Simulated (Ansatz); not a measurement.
**C3H7Cl3Si: vertical ionisation energy**

How much energy removes an electron from C3H7Cl3Si at fixed geometry? The cation is run at each level and the neutral's energy taken from earlier runs.

The runs use Ansatz 0.2.0, Gaussian basis; unrestricted cation, the program's frozen cores in correlated methods.

Levels to be run: UKS PBE-D4/def2-TZVPP; UKS r2SCAN-D4/def2-TZVPP; UKS PBE0-D4/def2-TZVPP; UKS B3LYP-D4/def2-TZVPP; UKS wB97X-V/def2-TZVPP; UKS wB97M-V/def2-TZVPP; UKS B2PLYP/def2-TZVPP; UHF-CCSD(T)/def2-TZVPP; UHF-MP2/def2-QZVPP; extrapolation to the limit; then −ε(HOMO) from the neutral's earlier runs with LDA (SPW92), PBE-D4, revPBE-D4, BLYP-D4, r2SCAN-D4, B97M-V, PBE0-D4, B3LYP-D4, r2SCANh-D4, r2SCAN0-D4, HSE06-D4, BHLYP-D4, CAM-B3LYP-D4, LC-ωPBE, ωB97X-V, ωB97M-V.

### 1 The geometry

All runs share one geometry, relaxed beforehand with PBE0-D4 in a triple-zeta def2 set.

SMILES `CC(C)[Si](Cl)(Cl)Cl`, 14 atoms, charge 0, spin multiplicity 1.

Atoms are counted from 1 here; the program's logs count them from 0.

Bond lengths: C1–C2 1.527 Å, C1–H8 1.094 Å, C1–H9 1.093 Å, C1–H10 1.092 Å, C2–C3 1.527 Å, C2–Si4 1.862 Å, C2–H11 1.098 Å, C3–H12 1.094 Å, C3–H13 1.092 Å, C3–H14 1.093 Å, Si4–Cl5 2.041 Å, Si4–Cl6 2.042 Å, Si4–Cl7 2.041 Å. Angles: C2–C1–H8 110.0°, C2–C1–H9 111.1°, C2–C1–H10 112.2°, H8–C1–H9 107.5°, H8–C1–H10 107.9°, H9–C1–H10 108.0°, C1–C2–C3 111.8°, C1–C2–Si4 111.4°, C1–C2–H11 108.9°, C3–C2–Si4 111.4°, C3–C2–H11 108.9°, Si4–C2–H11 104.1°, C2–C3–H12 110.0°, C2–C3–H13 112.2°, C2–C3–H14 111.1°, H12–C3–H13 107.9°, H12–C3–H14 107.5°, H13–C3–H14 108.0° and more.

### 2 Cation, UKS PBE-D4/def2-TZVPP

File in.yaml:

```yaml
crystal:
  periodic: [false, false, false]
  atoms:
    - {symbol: C, position_ang: [-1.136360, -0.537882, 0.902514]}
    - {symbol: C, position_ang: [-0.096150, -0.406294, -0.207642]}
    - {symbol: C, position_ang: [1.300837, -0.787598, 0.276901]}
    - {symbol: Si, position_ang: [-0.114306, 1.297314, -0.958262]}
    - {symbol: Cl, position_ang: [1.215073, 1.426727, -2.502185]}
    - {symbol: Cl, position_ang: [0.386855, 2.706496, 0.432563]}
    - {symbol: Cl, position_ang: [-1.966642, 1.752512, -1.685823]}
    - {symbol: H, position_ang: [-1.142764, -1.560845, 1.288889]}
    - {symbol: H, position_ang: [-0.905756, 0.128347, 1.737859]}
    - {symbol: H, position_ang: [-2.143982, -0.304630, 0.553401]}
    - {symbol: H, position_ang: [-0.377162, -1.067790, -1.038291]}
    - {symbol: H, position_ang: [1.295929, -1.810782, 0.662713]}
    - {symbol: H, position_ang: [2.043398, -0.733458, -0.521387]}
    - {symbol: H, position_ang: [1.628129, -0.131416, 1.087549]}
basis:
  gaussian: {orbitals: def2-TZVPP}
total_charge: 1
magnetization: {spin_polarized: true, initial_magnetization: 1}
hamiltonian: {xc: pbe, dispersion: d4}
```

On the command line:

```bash
ansatz run in.yaml --threads 2 --pin off --events-out ev --progress --plain --max-ram 32768MiB --backend cuda --devices 0, --max-vram 18GiB
```

After this run come: Cation, UKS r2SCAN-D4/def2-TZVPP; Cation, UKS PBE0-D4/def2-TZVPP; Cation, UKS B3LYP-D4/def2-TZVPP; Cation, UKS wB97X-V/def2-TZVPP; Cation, UKS wB97M-V/def2-TZVPP; Cation, UKS B2PLYP (frozen core)/def2-TZVPP; Cation, UHF-CCSD(T)/def2-TZVPP; Cation, UHF-MP2/def2-QZVPP.

Before running them: what should the planned runs give, taken together? Wanted: ionisation energy, CCSD(T)/CBS; nearest functional by difference; nearest −ε(HOMO); −ε(HOMO) of PBE; T1 of the cation.

As calculated:

| quantity | value |
| --- | --- |
| ionisation energy, CCSD(T)/CBS | 10.92 eV |
| nearest functional by difference | ωB97X-V (-0.18 eV) |
| nearest −ε(HOMO) | ωB97X-V (+0.07 eV) |
| −ε(HOMO) of PBE | 7.37 eV |
| T1 of the cation | 0.019 |

What this shows: Energy differences with functionals land within 0.93 eV of the reference. −ε(HOMO) of PBE misses by 3.6 eV, since self-interaction lifts the level. Among orbital estimates ωB97X-V comes nearest. Hartree-Fock falls 0.66 eV short, as the neutral has more correlation energy than the cation.
